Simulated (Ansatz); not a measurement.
# Sn3C: the cost of one run

Computed with Ansatz 0.2.0 (DFT PBE, scalar-relativistic, plane waves, PAW, unless a step's input says otherwise).

## (1) The structure to begin with

It takes space group Im-3m (No. 229, cubic). The conventional cell has a = 6.010 Å, b = 6.010 Å, c = 6.010 Å, α = 90.00°, β = 90.00°, γ = 90.00°. Sn (site symmetry 4/mmm) is surrounded by 4 Sn at 3.01 Å and 2 C at 3.01 Å. C (site symmetry m-3m) is surrounded by 6 Sn at 3.01 Å.

Structure file:

```cif
data_structure
_symmetry_space_group_name_H-M 'Im-3m'
_symmetry_Int_Tables_number 229
_cell_length_a 6.0104
_cell_length_b 6.0104
_cell_length_c 6.0104
_cell_angle_alpha 90.000
_cell_angle_beta 90.000
_cell_angle_gamma 90.000
_cell_volume 217.12
loop_
_atom_site_label
_atom_site_type_symbol
_atom_site_symmetry_multiplicity
_atom_site_Wyckoff_symbol
_atom_site_fract_x
_atom_site_fract_y
_atom_site_fract_z
_atom_site_occupancy
Sn1 Sn 6 b 0.50000 0.00000 0.00000 1
C1 C 2 a 0.00000 0.00000 0.00000 1
```

The cell is invented: random cell by space group and Wyckoff sites (Im-3m, No. 229). Its size is a rough estimate.

## (2) Probe: one point on a coarse mesh

input.yaml reads:

```yaml
crystal:
  lattice:
    - [-3.00518343, 3.00518343, 3.00518343]
    - [3.00518343, -3.00518343, 3.00518343]
    - [3.00518343, 3.00518343, -3.00518343]
  atoms:
    - { symbol: Sn, position: [0.0, 0.5, 0.5] }
    - { symbol: Sn, position: [0.5, 0.0, 0.5] }
    - { symbol: Sn, position: [0.5, 0.5, 0.0] }
    - { symbol: C, position: [0.0, 0.0, 0.0] }
basis:
  ecutwfc: 420
kpoints:
  mp_grid: { grid: [4, 4, 4] }
hamiltonian:
  xc: pbe
scf:
  occupations: { method: gaussian, width: 0.1 }
  lower_state_search: "off"
output:
  forces: true
  stress: true
  eigenvalues: true
```

Started as:

```bash
> ansatz run input.yaml --threads 1 --pin off --max-ram 2560MiB --backend cpu --events-out ev --progress --plain --runs-dir out
```

What time and memory should one allow on 1 thread of AMD EPYC 7R43 (Zen 3), shared host?

About 2 s, with a peak of 0.39 GiB.
